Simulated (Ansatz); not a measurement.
# AlClH₂SSi: how energies converge with the basis set

Aim: see how fast density functionals converge with the basis set for AlClH₂SSi.

Program: Ansatz 0.2.0, Gaussian basis. Level of theory: one geometry, several basis sets. These are calculated values, not measurements.

Levels to be run: PBE0-D4/def2-SVP; ωB97M-V/def2-SVP; PBE0-D4/def2-QZVPP; ωB97M-V/def2-QZVPP; the functionals' def2-TZVPP values are taken from earlier runs.

## Step 1: The geometry

An earlier PBE0-D4 in a triple-zeta def2 set relaxation fixed the geometry.

SMILES `Cl[SiH]1[AlH][S]1`, 6 atoms, charge 0, spin multiplicity 1.

Atoms are counted from 1 here; the program's logs count them from 0.

Bond lengths: Cl1–Si2 2.062 Å, Si2–Al3 2.313 Å, Si2–S4 2.178 Å, Si2–H5 1.481 Å, Al3–S4 2.180 Å, Al3–H6 1.572 Å. Angles: Cl1–Si2–Al3 123.9°, Cl1–Si2–S4 113.7°, Cl1–Si2–H5 105.5°, Al3–Si2–S4 58.0°, Al3–Si2–H5 129.8°, S4–Si2–H5 112.3°, Si2–Al3–S4 57.9°, Si2–Al3–H6 165.9°, S4–Al3–H6 136.1°, Si2–S4–Al3 64.1°.

Coordinates:

```
Cl   -2.4565   -0.3263   -0.8075
Si   -0.5126    0.3407   -0.6444
Al    0.8330   -0.0462    1.1964
S     0.9615   -1.2625   -0.6082
H    -0.3134    1.2623   -1.7871
H     1.5301   -0.0319    2.6048
```

## Step 2: PBE0-D4 in def2-SVP

File in.yaml:

```yaml
crystal:
  periodic: [false, false, false]
  atoms:
    - {symbol: Cl, position_ang: [-2.456503, -0.326337, -0.807496]}
    - {symbol: Si, position_ang: [-0.512616, 0.340723, -0.644447]}
    - {symbol: Al, position_ang: [0.832967, -0.046158, 1.196377]}
    - {symbol: S, position_ang: [0.961534, -1.262458, -0.608191]}
    - {symbol: H, position_ang: [-0.313405, 1.262262, -1.787142]}
    - {symbol: H, position_ang: [1.530122, -0.031932, 2.604799]}
basis:
  gaussian: {orbitals: def2-SVP}
hamiltonian: {xc: pbe0, dispersion: d4}
output: {orbitals: {seedname: orbitals}}
```

Launch:

```sh
$ ansatz run in.yaml --threads 2 --pin off --events-out ev --progress --plain --max-ram 4352MiB
```

The runs that follow: ωB97M-V in def2-SVP; PBE0-D4 in def2-QZVPP; ωB97M-V in def2-QZVPP.

**Question.** What will the summary of the whole plan be? Wanted: PBE0-D4: double and triple zeta above quadruple; ωB97M-V: double and triple zeta above quadruple.

The runs gave:

| quantity | value |
| --- | --- |
| PBE0-D4: double and triple zeta above quadruple | 14.41, 1.15 eV |
| ωB97M-V: double and triple zeta above quadruple | 14.25, 1.09 eV |

**Reading.** PBE0-D4 gains 13.26 eV from double to triple zeta, then 1.15 eV more. Total energies overstate the basis error of differences, where much of it tends to cancel.
